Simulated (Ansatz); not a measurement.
# CH4BNSTe: a ladder of functionals and wavefunction methods

How much do the methods differ for CH4BNSTe? The plan is to run it at one geometry with functionals of several rungs and with coupled cluster. The yardstick is the atomisation energy at the CCSD(T) limit.

Program: Ansatz 0.2.0, Gaussian basis. Level of theory: functionals in def2-TZVPP, the program's frozen cores in correlated methods. These are calculated values, not measurements.

Plan: LDA (SPW92), PBE-D4, revPBE-D4, BLYP-D4, r2SCAN-D4, B97M-V, PBE0-D4, B3LYP-D4, r2SCANh-D4, r2SCAN0-D4, HSE06-D4, BHLYP-D4, CAM-B3LYP-D4, LC-ωPBE, ωB97X-V, ωB97M-V, B2PLYP, PBE-QIDH; CCSD(T)/def2-SVP; CCSD(T)/def2-TZVPP; MP2/def2-QZVPP; extrapolation to the limit; RPA on PBE.

### 1 Structure used throughout

All runs share one geometry, relaxed beforehand with PBE0-D4 in a triple-zeta def2 set. Te takes the def2 core potential; no spin-orbit term is included.

SMILES `C=NB(S)[TeH]`, 9 atoms, charge 0, spin multiplicity 1.

Atoms are counted from 1 here; the program's logs count them from 0.

Bond lengths: C1–N2 1.245 Å, C1–H6 1.097 Å, C1–H7 1.094 Å, N2–B3 1.373 Å, B3–S4 1.816 Å, B3–Te5 2.174 Å, S4–H8 1.342 Å, Te5–H9 1.656 Å. Angles: N2–C1–H6 122.4°, N2–C1–H7 120.9°, H6–C1–H7 116.8°, C1–N2–B3 152.7°, N2–B3–S4 119.2°, N2–B3–Te5 120.2°, S4–B3–Te5 120.5°, B3–S4–H8 97.4°, B3–Te5–H9 94.0°.

### 2 LDA

This LDA is Slater exchange with PW92 correlation.

File in.yaml:

```yaml
crystal:
  periodic: [false, false, false]
  atoms:
    - {symbol: C, position_ang: [1.339618, 1.042146, -0.771913]}
    - {symbol: N, position_ang: [0.443269, 0.193215, -0.609841]}
    - {symbol: B, position_ang: [-0.318572, -0.642645, 0.168889]}
    - {symbol: S, position_ang: [0.229462, -2.354274, 0.427535]}
    - {symbol: Te, position_ang: [-2.203273, 0.051745, 1.001372]}
    - {symbol: H, position_ang: [1.937865, 1.430959, 0.061072]}
    - {symbol: H, position_ang: [1.563976, 1.438349, -1.766567]}
    - {symbol: H, position_ang: [-0.844669, -2.778429, 1.110502]}
    - {symbol: H, position_ang: [-2.059176, 1.572736, 0.361950]}
basis:
  gaussian: {orbitals: def2-TZVPP}
hamiltonian: {xc: lda}
output: {orbitals: {seedname: orbitals}}
```

The runs that follow: PBE-D4 (GGA); revPBE-D4 (GGA); BLYP-D4 (GGA); r2SCAN-D4 (meta-GGA); B97M-V (meta-GGA); PBE0-D4 (hybrid); B3LYP-D4 (hybrid); r2SCANh-D4 (hybrid); r2SCAN0-D4 (hybrid); HSE06-D4 (hybrid); BHLYP-D4 (hybrid); CAM-B3LYP-D4 (range-separated); LC-ωPBE (range-separated); ωB97X-V (range-separated); ωB97M-V (range-separated); B2PLYP (double hybrid); PBE-QIDH (double hybrid); CCSD(T) in def2-SVP; CCSD(T) in def2-TZVPP; MP2 in def2-QZVPP; RPA on PBE orbitals.

Before running them: what should the planned runs give, taken together? Wanted: atomisation energy, CCSD(T)/CBS; farthest beyond LDA; mean size of error, GGA; mean size of error, meta-GGA; mean size of error, hybrid; mean size of error, range-separated; mean size of error, double hybrid; gap, smallest and largest; T1 diagnostic.

As calculated:

| quantity | value |
| --- | --- |
| atomisation energy, CCSD(T)/CBS | 760.5 kcal/mol |
| functionals within 7.6 kcal/mol (1.0 %) | r2SCAN-D4, B97M-V, B3LYP-D4, r2SCANh-D4, CAM-B3LYP-D4, ωB97X-V, ωB97M-V, B2PLYP, PBE-QIDH |
| farthest beyond LDA | PBE-D4 (+30.4 kcal/mol) |
| mean size of error, GGA | 16.5 kcal/mol |
| mean size of error, meta-GGA | 6.4 kcal/mol |
| mean size of error, hybrid | 10.3 kcal/mol |
| mean size of error, range-separated | 4.3 kcal/mol |
| mean size of error, double hybrid | 6.1 kcal/mol |
| gap, smallest and largest | 2.72 eV (LDA (SPW92)), 9.55 eV (LC-ωPBE) |
| T1 diagnostic | 0.0137 |
| triples share of the correlation energy | 3.9 % |

In words: LDA overbinds by 131.6 kcal/mol (17 %). PBE-D4 misses by +30.4 kcal/mol. Double hybrids carry the basis error of their MP2 part in triple zeta, and no dispersion term here, so their miss is partly the set-up's. The rungs range-separated, double hybrid, meta-GGA miss on average by less than the doubt on the reference (7.6 kcal/mol), so they tie. Misses under about 7.6 kcal/mol are within the doubt on the reference itself, which lacks core-valence correlation, spin-orbit coupling and higher excitations, and its outer-core shells are covered unevenly. All levels share the lack of spin-orbit coupling, which lowers the free heavy atoms and so the true binding. Hartree-Fock recovers 68 % of the binding; the rest is correlation. CCSD(T) in def2-SVP is off by -49.4 kcal/mol, worse than the median functional, from the basis alone. The gap grows from 2.7 to 9.6 eV across the functionals, mostly with the share of exact exchange. Correlated methods include outer-core shells of Te, which these sets cover unevenly.
